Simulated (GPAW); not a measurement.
Zr4C5: relaxation of the atoms with RPBE

Slab: Zr4C5, a slab with vacuum.

```
C Zr
1.0
     3.32370    0.00000    0.00000
    -1.66185    2.87841    0.00000
     0.00000    0.00000   25.85516
C Zr
5 4
Direct
  0.66667 0.33333 0.29008
  0.33333 0.66667 0.39504
  0.00000 0.00000 0.50000
  0.66667 0.33333 0.60496
  0.33333 0.66667 0.70992
  0.00000 0.00000 0.34256
  0.66667 0.33333 0.44752
  0.33333 0.66667 0.55248
  0.00000 0.00000 0.65744
```

The cell isn't the ideal one: the (1 1 1) slab of ZrC, cut from the database cell, not relaxed.

```
Program             : GPAW 26.7.0
Task                : relaxation of the atoms
Functional          : RPBE
Potentials or basis : the program's PAW data sets (release 1.2.1) made for this functional
Cutoff              : 600 eV
Basis               : pw
k mesh              : 7 × 7 × 1
Occupations         : fermi-dirac, width 0.05 eV
Spin                : no spin polarisation
Maxiter             : 150
Dipole layer        : yes
Optimizer           : BFGS
Fmax                : 0.02 eV/Å
Max steps           : 60
```

```yaml
Energy_gained_by_relaxing: 11.9 meV/atom
Ionic_steps: 16
Band_gap_on_the_k_mesh: none (metal or under the smearing width)
Dipole_across_the_slab: 0.00 e·Å
Work_function_of_the_upper_face: 6.72 eV
Work_function_of_the_lower_face: 6.69 eV
```

The path:
| step | energy change (eV) | largest force (eV/Å) |
| --- | --- | --- |
| 1 | 0.0000 | 1.1445 |
| 2 | -0.0338 | 1.1535 |
| 3 | -0.0906 | 1.1984 |
| 4 | -0.0956 | 1.2100 |
| 5 | -0.1049 | 1.2370 |
| 6 | -0.1056 | 1.2379 |
| 7 | -0.1060 | 1.2390 |
| 8 | -0.1062 | 1.2365 |
| 9 | -0.1063 | 1.2343 |
| 10 | -0.1064 | 1.2337 |
| 11 | -0.1064 | 1.2328 |
| 12 | -0.1065 | 1.2311 |
| 13 | -0.1067 | 1.2284 |
| 14 | -0.1069 | 1.2260 |
| 15 | -0.1071 | 1.2264 |
| 16 | -0.1072 | 1.2275 |

Final structure:
```cif
data_structure
_symmetry_space_group_name_H-M 'P 1'
_symmetry_Int_Tables_number 1
_cell_length_a 3.3237
_cell_length_b 3.3237
_cell_length_c 25.8552
_cell_angle_alpha 90.000
_cell_angle_beta 90.000
_cell_angle_gamma 120.000
_cell_volume 247.36
loop_
_atom_site_label
_atom_site_type_symbol
_atom_site_fract_x
_atom_site_fract_y
_atom_site_fract_z
_atom_site_occupancy
C1 C 0.66667 0.33333 0.29008 1
Zr1 Zr 0.00000 0.00000 0.34256 1
C2 C 0.33333 0.66667 0.39504 1
Zr2 Zr 0.66667 0.33333 0.44752 1
C3 C 0.00000 0.00000 0.50027 1
Zr3 Zr 0.33333 0.66667 0.55317 1
C4 C 0.66667 0.33333 0.60570 1
Zr4 Zr 0.00000 0.00000 0.65937 1
C5 C 0.33333 0.66667 0.70460 1
```

Levels at points of the mesh, in eV from the Fermi level:
```csv
k point,band 31,band 32,band 33,band 34,band 35,band 36,band 37,band 38
"(0.00, 0.00, 0.00)",-0.64,0.04,0.04,0.64,1.09,1.09,1.46,1.46
```

It took 22 min on 1 thread of AMD EPYC 7R43 64-Core Processor (Zen 3), on a shared host, peak memory 0.34 GiB.

Caveat: the cutoff is short for stress and forces, so pressures can be off by a GPa or more; later steps reuse the first step's grids.
